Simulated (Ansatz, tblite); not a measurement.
# Si20H28 off sphere (Si₂₀H₂₈): charged states by level of theory, part 3 of 3

What does removing or adding an electron cost or gain for Si20H28 off sphere (Si₂₀H₂₈)? Each charged state is run at several levels.

Ansatz 0.2.0, Gaussian basis; as each input shows. Earlier steps stand in the parts before.

## 11. Charge -1 doublet, PBE0-D4/def2-SVP

The input, in.yaml:

```yaml
crystal:
  periodic: [false, false, false]
  atoms:
    - {symbol: Si, position_ang: [-4.099524, 1.862233, -0.366232]}
    - {symbol: Si, position_ang: [-1.246669, -3.270238, 2.733063]}
    - {symbol: Si, position_ang: [1.715492, -3.506034, -0.446580]}
    - {symbol: Si, position_ang: [-1.056898, 2.156562, -2.738796]}
    - {symbol: Si, position_ang: [1.556538, -0.645575, -2.830501]}
    - {symbol: Si, position_ang: [-1.030416, -0.578544, -0.051178]}
    - {symbol: Si, position_ang: [-1.376923, 2.347801, 2.224004]}
    - {symbol: Si, position_ang: [1.787271, -0.868869, 2.324331]}
    - {symbol: Si, position_ang: [1.677796, 1.985976, -0.037666]}
    - {symbol: Si, position_ang: [4.392037, -0.885285, -0.300333]}
    - {symbol: Si, position_ang: [-2.469010, -1.844252, 1.312886]}
    - {symbol: Si, position_ang: [-2.401142, 0.682198, -1.490477]}
    - {symbol: Si, position_ang: [-3.096667, 3.470237, 1.025328]}
    - {symbol: Si, position_ang: [0.207271, -2.001344, -1.454446]}
    - {symbol: Si, position_ang: [0.488590, -2.119177, 3.838296]}
    - {symbol: Si, position_ang: [3.121531, -2.346491, 1.039769]}
    - {symbol: Si, position_ang: [0.251103, 0.800651, -4.153815]}
    - {symbol: Si, position_ang: [0.462002, 3.416413, -1.453575]}
    - {symbol: Si, position_ang: [2.980559, 0.617424, -1.444777]}
    - {symbol: Si, position_ang: [0.260792, 0.764553, 1.378990]}
    - {symbol: H, position_ang: [-5.037248, 2.484723, -1.381373]}
    - {symbol: H, position_ang: [-4.927640, 0.894523, 0.451241]}
    - {symbol: H, position_ang: [-2.177429, -3.920449, 3.736952]}
    - {symbol: H, position_ang: [-0.663235, -4.391603, 1.908364]}
    - {symbol: H, position_ang: [2.532547, -4.138150, -1.555448]}
    - {symbol: H, position_ang: [0.990202, -4.638290, 0.242451]}
    - {symbol: H, position_ang: [-1.915018, 3.072951, -3.587822]}
    - {symbol: H, position_ang: [2.395289, -1.523963, -3.737716]}
    - {symbol: H, position_ang: [-2.153725, 1.557703, 3.263797]}
    - {symbol: H, position_ang: [-0.619024, 3.403004, 3.010983]}
    - {symbol: H, position_ang: [2.768818, -0.089868, 3.182365]}
    - {symbol: H, position_ang: [2.632278, 2.837598, 0.777144]}
    - {symbol: H, position_ang: [5.226583, -1.635241, -1.318717]}
    - {symbol: H, position_ang: [5.364956, -0.105394, 0.559038]}
    - {symbol: H, position_ang: [-3.449270, -2.659746, 0.497487]}
    - {symbol: H, position_ang: [-3.283754, -0.902797, 2.169135]}
    - {symbol: H, position_ang: [-3.043766, -0.266617, -2.486674]}
    - {symbol: H, position_ang: [-4.197047, 4.171681, 1.811694]}
    - {symbol: H, position_ang: [-2.514742, 4.518860, 0.104214]}
    - {symbol: H, position_ang: [-0.755666, -2.776557, -2.334173]}
    - {symbol: H, position_ang: [1.290301, -3.132047, 4.631059]}
    - {symbol: H, position_ang: [-0.168452, -1.205580, 4.849957]}
    - {symbol: H, position_ang: [4.076725, -3.355301, 1.671930]}
    - {symbol: H, position_ang: [-0.637592, -0.001409, -5.080187]}
    - {symbol: H, position_ang: [1.151479, 1.644371, -5.031560]}
    - {symbol: H, position_ang: [1.397201, 4.105873, -2.430329]}
    - {symbol: H, position_ang: [-0.246275, 4.514077, -0.697552]}
    - {symbol: H, position_ang: [3.839764, 1.499381, -2.334572]}
basis:
  gaussian: {orbitals: def2-SVP, fitting: {mean_field: def2-universal-jkfit}, initial_orbitals: start.molden}
total_charge: -1
magnetization: {spin_polarized: true, initial_magnetization: 1}
hamiltonian: {xc: pbe0, dispersion: d4}
scf: {omitted_lower_state_checks: [starts]}
output: {orbitals: {seedname: orbitals}}
```

The run is started by

```
ansatz run in.yaml --threads 2 --pin off --events-out ev --progress --plain --max-ram 20480MiB --backend cuda --devices 0, --max-vram 18GiB
```

What it wrote, cut to the lines that bear on the results:

```text
Functional definition: PBE0
  name "PBE0"
  cite "Adamo & Barone, J. Chem. Phys. 110, 6158 (1999) doi:10.1063/1.478522"
  cite "Perdew, Burke & Ernzerhof, Phys. Rev. Lett. 77, 3865 (1996) doi:10.1103/PhysRevLett.77.3865"
  parent pbe
[...]
3064 factors; integrals over basis functions are off by at most 3.3e-1 eV
[...]
mean field -157900.36469656 eV, -5802.7313738873 hartree, gradient 2.5e-5 eV, S^2 0.757646; 0 other end points of the search recorded, 0 dependent functions left out
reference -157900.36476458 eV, -5802.7313763869 hartree; 155, 154 occupied and 345, 346 virtual orbitals, 3064 factors
Total energy: -157903.51068467 eV, -5802.8469868181 hartree
Checks for a lower state left out: starts
```

It took 8.6 s on 1 × H100 (card shared with other runs) with 2 threads of AMD EPYC 7R13, shared host; peak host memory 1.2 GiB.

Report: HOMO -0.88 eV, LUMO 0.81 eV (over both spins); ⟨S²⟩ 0.758 (pure: 0.75).

## 12. Charge -1 doublet, PBE-D4/def2-SVP

Edit in.yaml of step 11 so:

```diff
@@ -55,3 +55,3 @@
 magnetization: {spin_polarized: true, initial_magnetization: 1}
-hamiltonian: {xc: pbe0, dispersion: d4}
+hamiltonian: {xc: pbe, dispersion: d4}
 scf: {omitted_lower_state_checks: [starts]}
```

Same command.

What it wrote, cut to the lines that bear on the results:

```text
Functional definition: PBE
  name "PBE"
  cite "Perdew, Burke & Ernzerhof, Phys. Rev. Lett. 77, 3865 (1996) doi:10.1103/PhysRevLett.77.3865"
  parent pbe
[...]
3064 factors; integrals over basis functions are off by at most 3.3e-1 eV
[...]
mean field -157883.93478561 eV, -5802.1275857964 hartree, gradient 2.2e-5 eV, S^2 0.753261; 0 other end points of the search recorded, 0 dependent functions left out
reference -157883.93487615 eV, -5802.1275891237 hartree; 155, 154 occupied and 345, 346 virtual orbitals, 3064 factors
Total energy: -157887.38443655 eV, -5802.2543581302 hartree
Checks for a lower state left out: starts
```

Wall time 6.5 s (1 × H100 (card shared with other runs) with 2 threads of AMD EPYC 7R13, shared host); peak host memory 1.2 GiB.

From the report: HOMO -0.33 eV, LUMO 0.13 eV (over both spins); ⟨S²⟩ 0.753 (pure: 0.75).

## 13. Adiabatic electron affinity

Starting state less charged state (positive: the electron is bound), singlet to doublet; the starting state's energies are those of its earlier runs.

```
           level  adiabatic electron affinity (eV)  time
 PBE-D4/def2-SVP                             +1.15  12 s
PBE0-D4/def2-SVP                             +1.00  12 s
```

Times add the two runs; a level without a time comes out of a correlated run.

## 14. Summary of results

What follows sums up all 3 parts.

| quantity | value |
| --- | --- |
| vertical ionisation energy, functionals in def2-SVP | 7.74 (PBE-D4) to 8.32 eV (r2SCAN0-D4) |
| vertical electron affinity, functionals in def2-SVP | 0.53 (r2SCAN0-D4) to 0.78 eV (PBE-D4) |
| adiabatic electron affinity, functionals in def2-SVP | 1.00 (PBE0-D4) to 1.15 eV (PBE-D4) |
| relaxation of the anion side, PBE-D4/def2-SVP | 0.37 eV |

**Reading.** The vertical ionisation energy spans 7.74 to 8.32 eV over the functionals. −ε(HOMO) misses the level's own difference by -1.02 eV at best (r2SCAN0-D4) and -1.56 eV at worst (PBE-D4). The vertical electron affinity spans 0.53 to 0.78 eV over the functionals. The anion's highest level lies above zero where self-interaction lifts it, so diffuse functions weigh on these values. −ε(LUMO) misses the level's own difference by +0.88 eV at best (PBE0-D4) and +1.33 eV at worst (PBE-D4). The adiabatic electron affinity spans 1.00 to 1.15 eV over the functionals. Relaxing the reduced state gains 0.37 eV at PBE-D4/def2-SVP.
